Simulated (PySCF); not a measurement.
# C9H12: magnetic properties

Programs: PySCF 2.14.0, with routines of our own; each step states its level. All values are computed. Atoms count from 0.

### Step 1. The system as given

21 atoms, charge 0, multiplicity 1; geometry from: GFN2-xTB.

### Step 2. Magnetic properties: GIAO HF/pcSseg-1

Job settings and geometry (Å):

```
{"job": {"kind": "mag", "xc": "HF", "basis": "pcSseg-1", "isotopologues": 0}, "charge": 0, "multiplicity": 1}
C      2.367536    -0.763823    -0.310447
C      2.029188     0.383749     0.631457
C      0.956991     1.307856     0.040330
C     -0.331421     0.599346    -0.183712
C     -1.004960     0.345308    -1.306430
C     -2.224479    -0.401575    -0.890471
C     -2.619771     0.050075     0.501207
C     -1.160531    -0.005897     0.905566
C     -1.901138    -1.206550     0.352883
H      1.482989    -1.365497    -0.505153
H      3.134025    -1.401959     0.123781
H      2.735525    -0.380220    -1.259468
H      2.928974     0.969774     0.832298
H      1.674435    -0.020426     1.581385
H      0.791892     2.141609     0.729622
H      1.311393     1.715207    -0.908896
H     -0.765713     0.603778    -2.318934
H     -2.961715    -0.737949    -1.604272
H     -3.528306     0.356258     0.975462
H     -0.865576     0.043963     1.943222
H     -2.058257    -2.216084     0.670097
```

With the program's defaults for keys left out, this is: GIAO HF/pcSseg-1 magnetisability, rotational g tensor and spin-rotation constants, non-relativistic, gas phase.

The run is started by

```
$ OMP_NUM_THREADS=1 python excited_run.py task.json out
```

This one command runs all jobs of the session in turn.

**Question.** How long does this first job take on 1 thread of Arm Neoverse V2, shared host, and how much memory does it need?

About 35 s, with a peak of 0.95 GiB.
